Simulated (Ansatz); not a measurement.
# ClH3NOSc: a ladder of functionals and wavefunction methods

One table from this session's results is given with a row withheld; the runs are named, their logs left out.

Method: functionals in def2-TZVPP, the program's frozen cores in correlated methods; program: Ansatz 0.2.0, Gaussian basis.

Plan: LDA (SPW92), PBE-D4, revPBE-D4, BLYP-D4, r2SCAN-D4, B97M-V, PBE0-D4, B3LYP-D4, r2SCANh-D4, r2SCAN0-D4, HSE06-D4, BHLYP-D4, CAM-B3LYP-D4, LC-ωPBE, ωB97X-V, ωB97M-V, B2PLYP, PBE-QIDH; CCSD(T)/def2-SVP; CCSD(T)/def2-TZVPP; CCSD(T)/def2-QZVPP; extrapolation to the limit; RPA on PBE.

**Structure used throughout**

All runs share one geometry, relaxed beforehand with PBE0-D4 in a triple-zeta def2 set.

7 atoms, charge 0, spin multiplicity 1.

Atoms are counted from 1 here; the program's logs count them from 0.

Bond lengths: N1–Sc2 1.963 Å, N1–H5 1.013 Å, N1–H6 1.012 Å, Sc2–O3 1.851 Å, Sc2–Cl4 2.329 Å, O3–H7 0.953 Å. Angles: Sc2–N1–H5 125.3°, Sc2–N1–H6 126.8°, H5–N1–H6 107.9°, N1–Sc2–O3 114.7°, N1–Sc2–Cl4 118.3°, O3–Sc2–Cl4 127.0°, Sc2–O3–H7 168.5°.

Coordinates:

```mol
ClH3NOSc
  3D, bonds by distance, orders not assigned

  7  6  0  0  0  0  0  0  0  0999 V2000
   -0.7158    1.2492   -0.0622 N   0  0
   -0.0290   -0.5819   -0.2287 Sc  0  0
    1.5098   -0.9228    0.7428 O   0  0
   -1.1899   -2.0758   -1.5871 Cl  0  0
   -1.5438    1.6073   -0.5227 H   0  0
   -0.3175    1.9982    0.4890 H   0  0
    2.2862   -1.2741    1.1690 H   0  0
  1  2  8  0
  2  3  8  0
  2  4  8  0
  1  5  8  0
  1  6  8  0
  3  7  8  0
M  END
```

The first run:

in.yaml reads:

```yaml
crystal:
  periodic: [false, false, false]
  atoms:
    - {symbol: N, position_ang: [-0.715833, 1.249153, -0.062182]}
    - {symbol: Sc, position_ang: [-0.028966, -0.581948, -0.228734]}
    - {symbol: O, position_ang: [1.509792, -0.922814, 0.742806]}
    - {symbol: Cl, position_ang: [-1.189913, -2.075806, -1.587108]}
    - {symbol: H, position_ang: [-1.543797, 1.607298, -0.522693]}
    - {symbol: H, position_ang: [-0.317485, 1.998248, 0.488969]}
    - {symbol: H, position_ang: [2.286201, -1.274131, 1.168952]}
basis:
  gaussian: {orbitals: def2-TZVPP}
hamiltonian: {xc: lda}
output: {orbitals: {seedname: orbitals}}
```

On the command line:

```bash
$ ansatz run in.yaml --threads 2 --pin off --events-out ev --progress --plain --max-ram 32768MiB --backend cpu
```

Steps of the session up to this table: LDA; PBE-D4 (GGA); revPBE-D4 (GGA); BLYP-D4 (GGA); r2SCAN-D4 (meta-GGA); B97M-V (meta-GGA); B3LYP-D4 (hybrid); r2SCANh-D4 (hybrid); r2SCAN0-D4 (hybrid); HSE06-D4 (hybrid); BHLYP-D4 (hybrid); CAM-B3LYP-D4 (range-separated); LC-ωPBE (range-separated); ωB97X-V (range-separated); ωB97M-V (range-separated); B2PLYP (double hybrid); PBE-QIDH (double hybrid).

One table of the session follows, with a row left open; its other results are not shown here.

It belongs to the step «Frontier levels by functional». 

```
  functional  HOMO (eV)  LUMO (eV)  gap (eV)
 LDA (SPW92)          ?          ?         ?
      PBE-D4      -6.11      -2.73      3.38
   revPBE-D4      -6.04      -2.59      3.45
     BLYP-D4      -6.00      -2.75      3.25
   r2SCAN-D4      -6.37      -2.43      3.94
      B97M-V      -6.40      -2.60      3.80
     PBE0-D4      -7.44      -1.81      5.63
    B3LYP-D4      -7.22      -2.19      5.03
  r2SCANh-D4      -6.87      -2.10      4.77
  r2SCAN0-D4      -7.63      -1.62      6.01
    HSE06-D4      -7.03      -2.18      4.84
    BHLYP-D4      -8.67      -1.11      7.56
CAM-B3LYP-D4      -8.89      -1.00      7.89
     LC-ωPBE     -10.30       0.28     10.58
     ωB97X-V      -9.91       0.09     10.00
     ωB97M-V      -9.82      -0.25      9.57
```

**Question.** Estimate the row for LDA (SPW92).

As computed: HOMO (eV): -6.31; LUMO (eV): -2.97; gap (eV): 3.34. In the column «HOMO (eV)» it lies between r2SCAN-D4 (-6.37) and PBE-D4 (-6.11).
